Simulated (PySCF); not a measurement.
# C2H8NPSi: the cost of one run

Programs: PySCF 2.14.0, with routines of our own; each step states its level. All values are computed. Atoms count from 0.

## (1) The starting structure

13 atoms, charge 0, multiplicity 1; geometry from: GFN2-xTB.

## (2) Excited states: TDA PBE0/def2-TZVP

Job settings and geometry (Å):

```
{"job": {"kind": "states", "xc": "PBE0", "basis": "def2-TZVP", "tda": true, "soc": true, "nstates": 5, "ntriplets": 4, "nquad": 4}, "charge": 0, "multiplicity": 1}
C      1.935739     0.602962     0.197212
N      1.588705    -0.253163    -0.884551
C      0.484685    -0.849562    -0.929474
Si    -0.974095    -0.841076     0.312987
P     -1.850391     1.218378     0.447385
H      2.803110     0.176447     0.703407
H      1.122862     0.752667     0.922435
H      2.237773     1.564279    -0.220070
H      0.346814    -1.466630    -1.814634
H     -1.914396    -1.849873    -0.190735
H     -0.561877    -1.208782     1.671741
H     -3.146902     0.797593     0.678249
H     -2.076417     1.357246    -0.911678
```

With the program's defaults for keys left out, this is: TDA PBE0/def2-TZVP excited states, vertical, gas phase, spin-orbit mean-field couplings.

On the command line:

```console
$ OMP_NUM_THREADS=1 python excited_run.py task.json out
```

This one command runs all jobs of the session in turn.

**Question.** How long does this first job take on 1 thread of Arm Neoverse N1, shared host, and how much memory does it need?

About 47 s, with a peak of 0.81 GiB.
